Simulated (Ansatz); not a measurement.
The system is GeSb2Te4.

```
Te Sb Ge
1.0
     2.15929    1.24667   13.22804
    -2.15929    1.24667   13.22804
     0.00000   -2.49333   13.22804
Te Sb Ge
4 2 1
Direct
  0.70897 0.70897 0.70897
  0.29103 0.29103 0.29103
  0.56968 0.56968 0.56968
  0.43032 0.43032 0.43032
  0.85941 0.85941 0.85941
  0.14059 0.14059 0.14059
  0.00000 0.00000 0.00000
```

The cell is a database's computed one.

* Program: Ansatz 0.2.0
* Task: relaxation of cell and atoms
* Functional: PBEsol
* Dispersion: D3(BJ)-ATM
* Potentials or basis: Ansatz PAW
* Cutoff: 420 eV (not typed: the program's choice for these potentials)
* k mesh: 7 × 7 × 7
* Occupations: fermi-dirac, width 0.05 eV
* Spin: no spin polarisation

At the start: volume 30.52 Å³/atom.

Question: Where does the relaxation end?

Answer: It ends after 6 steps and the volume is 27.75 Å³/atom (-9.1 %); space group R-3m (No. 166, to 0.05 Å).

Step by step:
```tsv
step	energy change (eV)	largest force (eV/Å)	volume (Å³)
1	0.0000	0.0454	213.65
2	-0.1577	0.5096	184.29
3	-0.3034	0.0878	196.35
4	-0.3090	0.0459	194.55
5	-0.3097	0.0048	194.25
6	-0.3058	0.0047	194.25
```

Final structure:
```
CELL_PARAMETERS angstrom
2.09077 1.20710 12.82790
-2.09077 1.20710 12.82790
0.00000 -2.41421 12.82790
ATOMIC_POSITIONS crystal
Te 0.70812 0.70812 0.70812
Te 0.29188 0.29188 0.29188
Te 0.57074 0.57074 0.57074
Te 0.42926 0.42926 0.42926
Sb 0.85816 0.85816 0.85816
Sb 0.14184 0.14184 0.14184
Ge 0.00000 0.00000 0.00000
```

Caveat: the plane-wave basis is chosen anew once the cell has moved, so the energies of steps on either side of that aren't comparable; pairwise dispersion overbinds metals, which lowers pressure and volume; the PAW data sets come from PBE, with cores solved anew for the run's functional, which leaves a small shift of forces and pressure.
